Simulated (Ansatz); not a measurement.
# GaP (F-43m): equation of state with a fit

Where is the equilibrium volume of GaP (F-43m), and how stiff is it? Aim: an equation of state with a fit, for GaP (F-43m), run from a script.

All numbers are computed with Ansatz 0.2.0, driven from Python. Level of theory: DFT r2SCAN, plane waves, PAW.

## 1. The system

Symmetry: F-43m, No. 216, cubic system. The conventional cell has a = 5.451 Å, b = 5.451 Å, c = 5.451 Å, α = 90.00°, β = 90.00°, γ = 90.00°. Around Ga (site symmetry -43m) lie 4 P at 2.36 Å. P (site symmetry -43m) has 4 Ga at 2.36 Å as nearest neighbours.

No structure file is read: the coordinates are typed or built in the script.

## 2. Script

eos_gap.py

```python
import ansatz
import numpy as np
from scipy.optimize import curve_fit

VECTORS = np.array([
    [0.0, 2.72525, 2.72525],
    [2.72525, 0.0, 2.72525],
    [2.72525, 2.72525, 0.0],
])
SITES = [
    ("Ga", (0.0, 0.0, 0.0)),
    ("P", (0.25, 0.25, 0.25)),
]


def build(cell):
    crystal = ansatz.Crystal(lattice=ansatz.Lattice.of(cell))
    for symbol, position in SITES:
        crystal = crystal.atom(symbol, position)
    return crystal

def vinet(v, e0, v0, b0, b1):
    eta = (v / v0) ** (1 / 3)
    return e0 + 2 * b0 * v0 / (b1 - 1) ** 2 * (2 - (5 + 3 * b1 * (eta - 1) - 3 * eta) * np.exp(-1.5 * (b1 - 1) * (eta - 1)))

volumes, energies, pressures = [], [], []
for scale in np.linspace(0.94, 1.06, 7):
    cell = VECTORS * scale ** (1 / 3)
    base = (
        build(cell).calculation()
        .occupations("fixed")
        .functional("r2scan")
        .basis(600)
        .kpoints(6, 6, 6)
        .stress()
    )
    report = base.run(threads=1, backend="cpu").report
    volumes.append(abs(np.linalg.det(cell)) / len(SITES))
    energies.append(report["free_energy_ev"] / len(SITES))
    pressures.append(np.trace(report["stress_gpa"]) / 3)
    print(f"V = {volumes[-1]:8.4f} A^3/atom  F = {energies[-1]:.5f} eV/atom  P = {pressures[-1]:8.3f} GPa")

guess = (min(energies), volumes[int(np.argmin(energies))], 0.5, 4.5)
(e0, v0, b0, b1), _ = curve_fit(vinet, np.array(volumes), np.array(energies), p0=guess, maxfev=20000)
print(f"Vinet fit: V0 = {v0:.4f} A^3/atom, B0 = {160.21766 * b0:.1f} GPa, B1 = {b1:.2f}")
print("largest residual", round(1000 * float(np.abs(vinet(np.array(volumes), e0, v0, b0, b1) - energies).max()), 3), "meV/atom")
```

## 3. The input behind the calls

The package turns the script's settings into the engine's input (first run):

```yaml
crystal:
  lattice:
    - [0.0, 2.669617042777084, 2.669617042777084]
    - [2.669617042777084, 0.0, 2.669617042777084]
    - [2.669617042777084, 2.669617042777084, 0.0]
  atoms:
    - { symbol: Ga, position: [0.0, 0.0, 0.0] }
    - { symbol: P, position: [0.25, 0.25, 0.25] }
basis:
  ecutwfc: 600.0
kpoints:
  mp_grid:
    grid: [6, 6, 6]
hamiltonian:
  xc: r2scan
scf:
  occupations:
    method: fixed
output:
  stress: true
```

## 4. Running it

The run is started by

```bash
> python eos_gap.py
```

Output:

```text
V =  19.0260 A^3/atom  F = -2275.21321 eV/atom  P =    6.319 GPa
V =  19.4308 A^3/atom  F = -2275.22621 eV/atom  P =    4.009 GPa
V =  19.8356 A^3/atom  F = -2275.23367 eV/atom  P =    1.933 GPa
V =  20.2404 A^3/atom  F = -2275.23615 eV/atom  P =    0.069 GPa
V =  20.6452 A^3/atom  F = -2275.23417 eV/atom  P =   -1.605 GPa
V =  21.0500 A^3/atom  F = -2275.22818 eV/atom  P =   -3.108 GPa
V =  21.4548 A^3/atom  F = -2275.21860 eV/atom  P =   -4.455 GPa
Vinet fit: V0 = 20.2561 A^3/atom, B0 = 88.0 GPa, B1 = 4.39
largest residual 0.0 meV/atom
```

It took 21 s on 1 thread of Arm Neoverse V2, shared host; peak memory 0.56 GiB.

## 5. What changed from run to run

The engine's inputs for some of the other runs:

Run 2, against run 1:

```diff
@@ -3,3 +3,3 @@
-    - [0.0, 2.669617042777084, 2.669617042777084]
-    - [2.669617042777084, 0.0, 2.669617042777084]
-    - [2.669617042777084, 2.669617042777084, 0.0]
+    - [0.0, 2.688417782227645, 2.688417782227645]
+    - [2.688417782227645, 0.0, 2.688417782227645]
+    - [2.688417782227645, 2.688417782227645, 0.0]
```

Run 5, against run 1:

```diff
@@ -3,3 +3,3 @@
-    - [0.0, 2.669617042777084, 2.669617042777084]
-    - [2.669617042777084, 0.0, 2.669617042777084]
-    - [2.669617042777084, 2.669617042777084, 0.0]
+    - [0.0, 2.743298539228698, 2.743298539228698]
+    - [2.743298539228698, 0.0, 2.743298539228698]
+    - [2.743298539228698, 2.743298539228698, 0.0]
```

Run 6, against run 1:

```diff
@@ -3,3 +3,3 @@
-    - [0.0, 2.669617042777084, 2.669617042777084]
-    - [2.669617042777084, 0.0, 2.669617042777084]
-    - [2.669617042777084, 2.669617042777084, 0.0]
+    - [0.0, 2.761112665260938, 2.761112665260938]
+    - [2.761112665260938, 0.0, 2.761112665260938]
+    - [2.761112665260938, 2.761112665260938, 0.0]
```

## 6. The engine's runs

One row for each of the 7 runs:

```csv
run,volume (Å³/atom),energy from run 4 (meV/atom),pressure (GPa),gap on the mesh (eV),SCF cycles,CPU time (s)
1,19.026,22.94,6.32,1.77,7,2.9
2,19.431,9.94,4.01,1.82,7,2.7
3,19.836,2.49,1.93,1.86,6,2.6
4,20.240,0.00,0.07,1.90,6,2.9
5,20.645,1.98,-1.61,1.94,6,2.9
6,21.050,7.97,-3.11,1.91,6,2.9
7,21.455,17.55,-4.45,1.85,6,2.9
```

## 7. Summary of results

```
                      quantity           value
                 runs compared               7
               range of energy  22.94 meV/atom
lowest point, volume (Å³/atom)          20.240
      equilibrium volume (fit)   20.26 Å³/atom
            bulk modulus (fit)          88 GPa
```

**Reading.** A third-order Birch-Murnaghan fit through the 7 points (the script's own form differs a little) has its minimum at 20.26 Å³ an atom, 0.1 % above the typed cell, with a bulk modulus of 88 GPa and dB/dP = 4.4. From that minimum the energy rises by 22.9 meV an atom on the compressed side and 17.6 meV on the expanded side. Pressure is positive in compression.
